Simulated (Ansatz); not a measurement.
# C3H12AlNO: basis-set convergence

One table from this session's results is given with a row withheld; the runs are named, their logs left out.

The runs use Ansatz 0.2.0, Gaussian basis; one geometry, several basis sets.

Levels to be run: PBE0-D4/def2-SVP; ωB97M-V/def2-SVP; PBE0-D4/def2-QZVPP; ωB97M-V/def2-QZVPP; the functionals' def2-TZVPP values are taken from earlier runs.

1 further run of the same task is left out (it didn't finish).

## The geometry

The geometry comes from an earlier relaxation with PBE0-D4 in a triple-zeta def2 set; it is a stationary point, not always the lowest conformer.

SMILES `C[NH2+][Al-]([CH3])([CH3])[OH]`, 18 atoms, charge 0, spin multiplicity 1.

Atoms are counted from 1 here; the program's logs count them from 0.

Bond lengths: C1–N2 1.466 Å, C1–H7 1.090 Å, C1–H8 1.092 Å, C1–H9 1.090 Å, N2–Al3 2.037 Å, N2–H10 1.016 Å, N2–H11 1.016 Å, Al3–C4 1.974 Å, Al3–C5 1.974 Å, Al3–O6 1.741 Å, C4–H12 1.096 Å, C4–H13 1.096 Å, C4–H14 1.096 Å, C5–H15 1.096 Å, C5–H16 1.096 Å, C5–H17 1.096 Å, O6–H18 0.954 Å. Angles: N2–C1–H7 108.9°, N2–C1–H8 112.5°, N2–C1–H9 108.9°, H7–C1–H8 109.1°, H7–C1–H9 108.1°, H8–C1–H9 109.1°, C1–N2–Al3 117.7°, C1–N2–H10 111.2°, C1–N2–H11 111.2°, Al3–N2–H10 105.1°, Al3–N2–H11 105.2°, H10–N2–H11 105.7°, N2–Al3–C4 103.6°, N2–Al3–C5 103.6°, N2–Al3–O6 90.3°, C4–Al3–C5 117.6°, C4–Al3–O6 117.4°, C5–Al3–O6 117.4° and more.

Set-up of the first run:

The input, in.yaml:

```yaml
crystal:
  periodic: [false, false, false]
  atoms:
    - {symbol: C, position_ang: [0.974038, -0.229092, -1.899549]}
    - {symbol: N, position_ang: [1.189335, 0.470981, -0.629211]}
    - {symbol: Al, position_ang: [-0.213729, 0.237695, 0.829217]}
    - {symbol: C, position_ang: [-0.160580, -1.696999, 1.219792]}
    - {symbol: C, position_ang: [-1.858922, 0.961002, 0.011509]}
    - {symbol: O, position_ang: [0.689447, 1.292762, 1.879773]}
    - {symbol: H, position_ang: [0.026975, 0.098327, -2.327450]}
    - {symbol: H, position_ang: [1.774911, -0.044750, -2.618798]}
    - {symbol: H, position_ang: [0.906673, -1.299340, -1.706378]}
    - {symbol: H, position_ang: [1.259847, 1.474539, -0.770687]}
    - {symbol: H, position_ang: [2.067370, 0.191942, -0.201133]}
    - {symbol: H, position_ang: [-0.550741, -2.308691, 0.398067]}
    - {symbol: H, position_ang: [-0.776155, -1.937717, 2.094150]}
    - {symbol: H, position_ang: [0.848848, -2.058126, 1.447992]}
    - {symbol: H, position_ang: [-2.666103, 1.029763, 0.749834]}
    - {symbol: H, position_ang: [-2.244109, 0.332265, -0.799601]}
    - {symbol: H, position_ang: [-1.726040, 1.971944, -0.390755]}
    - {symbol: H, position_ang: [0.421537, 1.524596, 2.765029]}
basis:
  gaussian: {orbitals: def2-SVP}
hamiltonian: {xc: pbe0, dispersion: d4}
output: {orbitals: {seedname: orbitals}}
```

The run is started by

```sh
$ ansatz run in.yaml --threads 4 --pin off --events-out ev --progress --plain --max-ram 11315MiB
```

Among the steps run: PBE0-D4 in def2-SVP; ωB97M-V in def2-SVP; PBE0-D4 in def2-QZVPP; ωB97M-V in def2-QZVPP.

One table of the session follows, with a row left open; its other results are not shown here.

It belongs to the step «Functionals by basis». 

| functional | basis | HOMO (eV) | LUMO (eV) |
| --- | --- | --- | --- |
| PBE0-D4 | def2-SVP | -6.41 | 0.93 |
| PBE0-D4 | def2-TZVPP | -6.58 | 0.33 |
| PBE0-D4 | def2-QZVPP | -6.61 | -0.05 |
| ωB97M-V | def2-SVP | -8.68 | 2.50 |
| ωB97M-V | def2-TZVPP | ? | ? |
| ωB97M-V | def2-QZVPP | -8.87 | 1.06 |

Q: Estimate the row for ωB97M-V, def2-TZVPP from the others.

The run gave: HOMO (eV): -8.84; LUMO (eV): 1.72. In the column «HOMO (eV)» it lies between ωB97M-V, def2-QZVPP (-8.87) and ωB97M-V, def2-SVP (-8.68).
